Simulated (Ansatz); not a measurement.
**B2Cl2F4: basis-set convergence**

An exercise on one series of results from a longer session: the logs are not shown, and one member is left open.

Program: Ansatz 0.2.0, Gaussian basis. Level of theory: one geometry, several basis sets. These are calculated values, not measurements.

The runs, in order: PBE0-D4/def2-SVP; ωB97M-V/def2-SVP; PBE0-D4/def2-QZVPP; ωB97M-V/def2-QZVPP; the functionals' def2-TZVPP values are taken from earlier runs.

## The geometry

The geometry comes from an earlier relaxation with PBE0-D4 in a triple-zeta def2 set; it is a stationary point, not always the lowest conformer.

SMILES `F[B-]1(F)[Cl+][B-](F)(F)[Cl+]1`, 8 atoms, charge 0, spin multiplicity 1.

Atoms are counted from 1 here; the program's logs count them from 0.

Bond lengths: F1–B2 1.322 Å, B2–F3 1.322 Å, B2–Cl4 1.984 Å, B2–Cl8 1.984 Å, Cl4–B5 1.984 Å, B5–F6 1.322 Å, B5–F7 1.322 Å, B5–Cl8 1.983 Å. Angles: F1–B2–F3 119.9°, F1–B2–Cl4 110.0°, F1–B2–Cl8 110.0°, F3–B2–Cl4 110.0°, F3–B2–Cl8 109.9°, Cl4–B2–Cl8 94.1°, B2–Cl4–B5 85.9°, Cl4–B5–F6 109.9°, Cl4–B5–F7 110.0°, Cl4–B5–Cl8 94.1°, F6–B5–F7 119.9°, F6–B5–Cl8 110.0°, F7–B5–Cl8 110.0°, B2–Cl8–B5 85.9°.

Coordinates:

```xyz
8
B2Cl2F4
F     0.6003   -2.1891    0.4686
B     0.7857   -0.8915    0.6437
F     1.7426   -0.4661    1.4514
Cl    0.9308    0.0153   -1.1144
B    -0.7858    0.8915   -0.6437
F    -0.5965    2.1881   -0.4654
F    -1.7438    0.4709   -1.4524
Cl   -0.9332   -0.0190    1.1123
```

The first run:

Contents of in.yaml:

```yaml
crystal:
  periodic: [false, false, false]
  atoms:
    - {symbol: F, position_ang: [0.600273, -2.189125, 0.468568]}
    - {symbol: B, position_ang: [0.785743, -0.891532, 0.643680]}
    - {symbol: F, position_ang: [1.742568, -0.466135, 1.451377]}
    - {symbol: Cl, position_ang: [0.930782, 0.015299, -1.114431]}
    - {symbol: B, position_ang: [-0.785776, 0.891503, -0.643675]}
    - {symbol: F, position_ang: [-0.596481, 2.188128, -0.465405]}
    - {symbol: F, position_ang: [-1.743849, 0.470896, -1.452374]}
    - {symbol: Cl, position_ang: [-0.933249, -0.019034, 1.112281]}
basis:
  gaussian: {orbitals: def2-SVP}
hamiltonian: {xc: pbe0, dispersion: d4}
output: {orbitals: {seedname: orbitals}}
```

On the command line:

```console
> ansatz run in.yaml --threads 4 --pin off --events-out ev --progress --plain --max-ram 11315MiB
```

Among the steps run: PBE0-D4 in def2-SVP; ωB97M-V in def2-SVP; PBE0-D4 in def2-QZVPP; ωB97M-V in def2-QZVPP.

One table of the session follows, with a row left open; its other results are not shown here.

It belongs to the step «Functionals by basis». 

| functional | basis | HOMO (eV) |
| --- | --- | --- |
| PBE0-D4 | def2-SVP | -10.36 |
| PBE0-D4 | def2-TZVPP | -10.39 |
| PBE0-D4 | def2-QZVPP | -10.41 |
| ωB97M-V | def2-SVP | -12.64 |
| ωB97M-V | def2-TZVPP | ? |
| ωB97M-V | def2-QZVPP | -12.73 |

Estimate the missing values for ωB97M-V, def2-TZVPP.

As computed: HOMO (eV): -12.69. In the column «HOMO (eV)» it lies between ωB97M-V, def2-QZVPP (-12.73) and ωB97M-V, def2-SVP (-12.64).
